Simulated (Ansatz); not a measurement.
Task: a convergence test of the plane-wave cutoff of Ag₃Au, space group Pm-3m, with Ansatz 0.2.0 through its Python package. Give the script and its output. Use (first run): PBEsol, PAW, cutoff 250 eV, 6×6×6 k-points, Fermi-Dirac smearing of 0.1 eV. The script varies cutoff (eV): 250, 325, 400, 475, 550.

```xyz
4
Lattice="4.1111 0.0000 0.0000 0.0000 4.1111 0.0000 0.0000 0.0000 4.1111" Properties=species:S:1:pos:R:3 pbc="T T T"
Ag    2.0555    0.0000    2.0555
Ag    0.0000    2.0555    2.0555
Ag    2.0555    2.0555    0.0000
Au    0.0000    0.0000    0.0000
```

The script, `ag3au.py`:
```python
"""Convergence of Ag3Au with the plane-wave cutoff."""

from dataclasses import dataclass

import ansatz
from tabulate import tabulate


@dataclass(frozen=True)
class RunConfig:
    occupations: str = "fermi_dirac"
    mesh: tuple[int, ...] = (6, 6, 6)


settings = RunConfig()


def main() -> None:
    xtal = (
        ansatz.Lattice.of((4.111093, 0.0, 0.0), (0.0, 4.111093, 0.0), (0.0, 0.0, 4.111093))
        .atom("Ag", (0.5, 0.0, 0.5))
        .atom("Ag", (0.0, 0.5, 0.5))
        .atom("Ag", (0.5, 0.5, 0.0))
        .atom("Au", (0.0, 0.0, 0.0))
    )

    setup = xtal.calculation()
    setup = setup.occupations(settings.occupations).functional(ansatz.Functional.PBESOL)
    setup = setup.kpoints(*settings.mesh)

    rows = []
    for value in [250, 325, 400, 475, 550]:
        report = setup.basis(value).run(threads=1).report
        rows.append((value, report["free_energy_ev"] / len(report["lattice"]["sites"]), report["n_iterations"], report["n_pw"]))

    print(tabulate(rows, headers=["cutoff (eV)", "F/atom (eV)", "iterations", "plane waves"], floatfmt=".4f", tablefmt="simple"))

    # differences from the last row
    for row in rows[:-1]:
        shift = 1000 * (row[1] - rows[-1][1])
        print(f"{row[0]}: {shift:+.2f} meV/atom" + ("  (within 5 meV)" if abs(shift) < 5 else ""))


if __name__ == "__main__":
    main()
```

```console
$ python ag3au.py
DeckWarning: basis.ecutwfc = 250 eV is below the records' recommended 420 eV, and the density's cutoff is lower with it unless basis.ecutrho_ratio is high enough to keep the records' density cutoff: compare with a run at a higher cutoff
DeckWarning: basis.ecutwfc = 325 eV is below the records' recommended 420 eV, and the density's cutoff is lower with it unless basis.ecutrho_ratio is high enough to keep the records' density cutoff: compare with a run at a higher cutoff
DeckWarning: basis.ecutwfc = 400 eV is below the records' recommended 420 eV, and the density's cutoff is lower with it unless basis.ecutrho_ratio is high enough to keep the records' density cutoff: compare with a run at a higher cutoff
  cutoff (eV)    F/atom (eV)    iterations    plane waves
-------------  -------------  ------------  -------------
          250     -8892.1967             7            619
          325     -8893.4693             7            925
          400     -8893.4948             7           1237
          475     -8893.4959             7           1647
          550     -8893.4962             7           2007
250: +1299.46 meV/atom
325: +26.90 meV/atom
400: +1.38 meV/atom  (within 5 meV)
475: +0.24 meV/atom  (within 5 meV)
```
(Warnings from the package without file and line.)

From 400 eV on it stays within 5 meV an atom of the value at 550 eV; the first row (250 eV) is off by 1299.5 meV and the last but one by 0.24 meV. The energy falls steadily, as expected when plane waves are added.

What to keep in mind:
- The mesh is modest for a metal, so energies can be off by several to tens of meV an atom and pressures by half a GPa or more; differences at equal mesh fare better.
- Spin-orbit coupling, which matters for elements this heavy, is left out.
- This cell is a computed structure, which may not be the phase found in nature.
- Shifts are counted from the last row, which is itself no proven limit.
- Wall time of the script: 14 s on 1 thread of Arm Neoverse V1, with other jobs on the host, peak memory 0.43 GiB.
